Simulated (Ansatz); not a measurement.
# DyAlB2: the cost of one run

Method: DFT PBE, scalar-relativistic, plane waves, PAW; 4f electrons in the core of a trivalent norm-conserving potential, in Ansatz 0.2.0.

### Step 1. Starting point

Symmetry: P6/mmm, No. 191, hexagonal system. The conventional cell has a = 3.467 Å, b = 3.467 Å, c = 6.100 Å, α = 90.00°, β = 90.00°, γ = 120.00°. Dy (site symmetry 6/mmm) has 6 B at 2.00 Å in its first shell of neighbours. Around Al (site symmetry 6/mmm) lie 2 Dy at 3.05 Å and 6 Al at 3.47 Å. Around B (site symmetry -6m2) lie 3 B at 2.00 Å and 3 Dy at 2.00 Å.

Coordinates:

```
CELL_PARAMETERS angstrom
3.46705 0.00000 0.00000
-1.73353 3.00255 0.00000
0.00000 0.00000 6.10025
ATOMIC_POSITIONS crystal
Dy 0.00000 0.00000 0.00000
Al 0.00000 0.00000 0.50000
B 0.33333 0.66667 0.00000
B 0.66667 0.33333 0.00000
```

The cell is invented: random cell by space group and Wyckoff sites (P6/mmm, No. 191). Lengths come from tabulated atomic sizes and are only a guess.

### Step 2. A first look at the guess

Input file input.yaml:

```yaml
crystal:
  lattice:
    - [3.46705143, 0.0, 0.0]
    - [-1.73352572, 3.00255462, 0.0]
    - [0.0, 0.0, 6.10024537]
  atoms:
    - { symbol: Dy, position: [0.0, 0.0, 0.0] }
    - { symbol: Al, position: [0.0, 0.0, 0.5] }
    - { symbol: B, position: [0.33333333, 0.66666667, 0.0] }
    - { symbol: B, position: [0.66666667, 0.33333333, 0.0] }
basis:
  ecutwfc: 630
kpoints:
  mp_grid: { grid: [6, 6, 4] }
hamiltonian:
  xc: pbe
  pseudopotentials:
    kind: paw
    azcp: { Dy: "pseudopotentials/pbe/nc/lanthanide_3plus/Dy.nc.azcp" }
scf:
  occupations: { method: gaussian, width: 0.1 }
  lower_state_search: "off"
output:
  forces: true
  stress: true
  eigenvalues: true
```

Run with:

```console
$ ansatz run input.yaml --threads 1 --pin off --max-ram 2560MiB --backend cpu --events-out ev --progress --plain --runs-dir out
```

Q: Estimate wall time and peak memory on 1 thread of Intel Xeon at 2.50GHz (Skylake/Cascade Lake), shared host.

About 11 s, with a peak of 0.34 GiB.
